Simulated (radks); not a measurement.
**Ta⁺ in [Xe] 4f14 5d3 6s1: an all-electron calculation**

Wanted: eigenvalues, radial structure and energy terms of the tantalum ion Ta+.

Method: Dirac Kohn-Sham, PBEsol, spin-unpolarised, spherical densities, finite nucleus; open shells fill j = l - 1/2 first. Code: radks (a radial shooting solver on a logarithmic mesh, Libxc functionals) version 1.

## Step 1: The system

| Item | Value |
| --- | --- |
| element | tantalum (Z = 73) |
| charge | +1 |
| electrons | 72 |
| configuration | [Xe] 4f14 5d3 6s1 |
| nuclear rms radius | 5.3507 fm |

## Step 2: The calculation

The run's settings:

```text
Z 73
configuration [Xe] 4f14 5d3 6s1 6p0 7s0 5f0 6d0
relativity Dirac
functional pbe_sol,pbe_sol
spin unpolarised
j_filling energy
nucleus finite rms 5.3507 fm
c 137.035999084
```

**Question.** What will this run give?

As calculated:

```
                        quantity                   value
                    total energy     -15618.6665 hartree
exchange-correlation share of it                  2.00 %
                            −T/E                  1.1220
          highest occupied level       5d3/2, -10.705 eV
    most extended occupied level  6s1/2, <r> = 3.07 bohr
 radius at density 0.001 e/bohr³               4.36 bohr
    maxima of the radial density                       4
         ionisation energy, NIST     16.2 (semi-emp.) eV
```

What this shows: 6 principal shells are occupied and 4 maxima appear in the radial density; where shells overlap, one shows as a shoulder or not at all. −T/E is 1.122: with relativity the kinetic term as defined here no longer equals −E. Minus the highest eigenvalue, 10.705 eV, is 66 % of the tabulated ionisation energy (16.2 eV); the potential of a semilocal functional falls off too fast, so its top eigenvalue is too shallow. Spin polarisation and multiplet splitting are left out.
